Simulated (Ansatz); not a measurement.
Runs of Ansatz 0.2.0 on MgGe2. Symmetry: C2/m, No. 12, monoclinic system. The conventional cell has a = 11.043 Å, b = 3.700 Å, c = 6.815 Å, α = 90.00°, β = 118.17°, γ = 90.00°. Ge (site symmetry m) is surrounded by 2 Ge at 2.70 Å and 3 Mg at 2.89 to 3.00 Å. Ge (site symmetry m) is surrounded by 3 Ge at 2.55 to 2.70 Å and 1 Mg at 2.89 Å. Mg (site symmetry m) is surrounded by 8 Ge at 2.89 to 3.16 Å. The cell comes from a database or a generator and needn't be the stable form of this composition.

```tsv
level	cutoff (eV)	gap on the mesh (eV)	pressure (GPa)	largest force (eV/Å)
PBEsol	420	none	(a)	0.16
RPBE	420	none	1.1	0.13
revPBE	420	none	0.8	0.13
PBE	420	none	-0.4	0.12
r2SCAN	500	none	(d)	0.41
LDA	420	none	(c)	0.25
BLYP	420	none	3.2	(b)
```

Alike in all rows: task projected density of states; potentials or basis Ansatz PAW; no spin polarisation; cell as given; k mesh 8 × 8 × 5; smearing fermi-dirac 0.05 eV.

Estimate the missing entries.

(a) -2.7; (b) 0.27; (c) -4.3; (d) -2.4.

Caveats: the PAW data sets come from PBE, with cores solved anew for the run's functional, which leaves a small shift of forces and pressure (some runs).

A k mesh can miss the band edges, and the runs leave out spin-orbit coupling on Ge.

A gap of «none» marks a metal or a gap under the smearing width.
